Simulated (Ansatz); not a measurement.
**CH4BClF2Si: basis-set convergence**

The task here is to estimate one member of a computed series from the others.

Method: one geometry, several basis sets; program: Ansatz 0.2.0, Gaussian basis.

Plan: PBE0-D4/def2-SVP; ωB97M-V/def2-SVP; PBE0-D4/def2-QZVPP; ωB97M-V/def2-QZVPP; the functionals' def2-TZVPP values are taken from earlier runs.

## The geometry

All runs share one geometry, relaxed beforehand with PBE0-D4 in a triple-zeta def2 set.

10 atoms, charge 0, spin multiplicity 1.

Atoms are counted from 1 here; the program's logs count them from 0.

Bond lengths: B1–C2 1.478 Å, B1–Si5 2.066 Å, B1–H7 1.195 Å, B1–H8 1.201 Å, C2–F3 1.300 Å, C2–F4 1.296 Å, Si5–Cl6 2.057 Å, Si5–H9 1.481 Å, Si5–H10 1.482 Å. Angles: C2–B1–Si5 91.4°, C2–B1–H7 116.7°, C2–B1–H8 115.3°, Si5–B1–H7 102.3°, Si5–B1–H8 95.2°, H7–B1–H8 124.3°, B1–C2–F3 125.8°, B1–C2–F4 125.6°, F3–C2–F4 108.4°, B1–Si5–Cl6 114.4°, B1–Si5–H9 103.4°, B1–Si5–H10 112.7°, Cl6–Si5–H9 107.9°, Cl6–Si5–H10 107.5°, H9–Si5–H10 110.9°.

The first run:

Contents of in.yaml:

```yaml
crystal:
  periodic: [false, false, false]
  atoms:
    - {symbol: B, position_ang: [-0.158784, -1.048090, 0.250362]}
    - {symbol: C, position_ang: [0.684898, -0.792646, -0.936523]}
    - {symbol: F, position_ang: [1.967567, -0.579453, -0.927468]}
    - {symbol: F, position_ang: [0.254655, -0.642090, -2.149349]}
    - {symbol: Si, position_ang: [-0.332189, 0.976213, 0.623752]}
    - {symbol: Cl, position_ang: [-1.252257, 2.040329, -0.876876]}
    - {symbol: H, position_ang: [-1.292554, -1.366361, 0.045079]}
    - {symbol: H, position_ang: [0.440166, -1.293711, 1.262373]}
    - {symbol: H, position_ang: [-1.202873, 1.032103, 1.820247]}
    - {symbol: H, position_ang: [0.974372, 1.622606, 0.891403]}
basis:
  gaussian: {orbitals: def2-SVP}
hamiltonian: {xc: pbe0, dispersion: d4}
output: {orbitals: {seedname: orbitals}}
```

On the command line:

```bash
ansatz run in.yaml --threads 4 --pin off --events-out ev --progress --plain --max-ram 10444MiB
```

Steps of the session up to this table: PBE0-D4 in def2-SVP; ωB97M-V in def2-SVP; PBE0-D4 in def2-QZVPP; ωB97M-V in def2-QZVPP.

One of the session's tables, all rows but one given; the rest of the session is left out.

It belongs to the step «Density functionals: the series». 

| functional | basis | HOMO (eV) | LUMO (eV) |
| --- | --- | --- | --- |
| PBE0-D4 | def2-SVP | -8.10 | -2.19 |
| PBE0-D4 | def2-TZVPP | -8.17 | -2.21 |
| PBE0-D4 | def2-QZVPP | -8.19 | -2.24 |
| ωB97M-V | def2-SVP | -10.09 | -0.05 |
| ωB97M-V | def2-TZVPP | ? | ? |
| ωB97M-V | def2-QZVPP | -10.23 | -0.18 |

Q: Estimate the row for ωB97M-V, def2-TZVPP from the others.

As computed: HOMO (eV): -10.20; LUMO (eV): -0.13. In the column «HOMO (eV)» it lies between ωB97M-V, def2-QZVPP (-10.23) and ωB97M-V, def2-SVP (-10.09).
